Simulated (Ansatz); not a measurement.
Working through a convergence test of the plane-wave cutoff of MgZn2Sb2, space group P-3m1

With Ansatz 0.2.0 through its Python package.

The cells in order, each with its output:

In [1]:
```python
import csv

import ansatz as az
```

In [2]:
```python
xtal = (
    az.Lattice.from_parameters(4.336803, 4.336803, 7.220997, alpha=90, beta=90, gamma=120)
    .space_group(164)
    .atom("Mg", (0.0, 0.0, 0.0))
    .atom("Zn", (1 / 3, 2 / 3, 0.619456))
    .atom("Sb", (1 / 3, 2 / 3, 0.238109))
)
```

In [3]:
```python
xtal.resolved().sites[-1]
```
Out [3]:
```text
Site(symbol='Sb', position=(0.6666666666666666, 0.3333333333333333, 0.761891), moment=None, axis=None, held=None, saved=None)
```

In [4]:
```python
base = (
    xtal.calculation()
    .functional("PBEsol")
    .kpoints(6, 6, 4)
    .occupations("fermi_dirac", width=0.02)
)
```

In [5]:
```python
rows = []
for value in [300, 350, 400, 450]:
    data = base.basis(value).run(threads=1, pin="off").report
    rows.append((value, data["free_energy_ev"] / len(data["lattice"]["sites"]), data["n_iterations"], data["n_pw"]))
```
```text
DeckWarning: basis.ecutwfc = 300 eV is below the records' recommended 420 eV, and the density's cutoff is lower with it unless basis.ecutrho_ratio is high enough to keep the records' density cutoff: compare with a run at a higher cutoff
DeckWarning: basis.ecutwfc = 350 eV is below the records' recommended 420 eV, and the density's cutoff is lower with it unless basis.ecutrho_ratio is high enough to keep the records' density cutoff: compare with a run at a higher cutoff
DeckWarning: basis.ecutwfc = 400 eV is below the records' recommended 420 eV, and the density's cutoff is lower with it unless basis.ecutrho_ratio is high enough to keep the records' density cutoff: compare with a run at a higher cutoff
```

In [6]:
```python
with open("ecut.csv", "w", newline="") as handle:
    writer = csv.writer(handle)
    writer.writerow(["cutoff (eV)", "F/atom (eV)", "iterations", "plane waves"])
    writer.writerows([round(v, 5) if isinstance(v, float) else v for v in row] for row in rows)
```

In [7]:
```python
# differences from the last row
for row in rows[:-1]:
    shift = 1000 * (row[1] - rows[-1][1])
    print(f"{row[0]}: {shift:+.2f} meV/atom" + ("  (within 5 meV)" if abs(shift) < 5 else ""))
```
```text
300: +87.73 meV/atom
350: +5.34 meV/atom
400: +1.15 meV/atom  (within 5 meV)
```

`ecut.csv`, as written:
```csv
cutoff (eV),F/atom (eV),iterations,plane waves
300,-4258.02538,8,1377
350,-4258.10778,7,1763
400,-4258.11197,7,2105
450,-4258.11312,7,2563
```

From 400 eV on it stays within 5 meV an atom of the value at 450 eV; the first row (300 eV) is off by 87.7 meV and the last but one by 1.15 meV. The energy falls steadily, as expected when plane waves are added. The last run costs about 1.6 times the first.

For a metal this k-point mesh is coarse: on a finer one energies can move by several to tens of meV an atom and pressures by half a GPa or more, differences at one mesh by less. This cell is a computed structure, which may not be the phase found in nature. Warnings are shown shortened and without file and line. Shifts are counted from the last row, which is itself no proven limit. The whole script took 15 s on 1 thread of Arm Neoverse V2, on a shared host, peak memory 0.48 GiB.
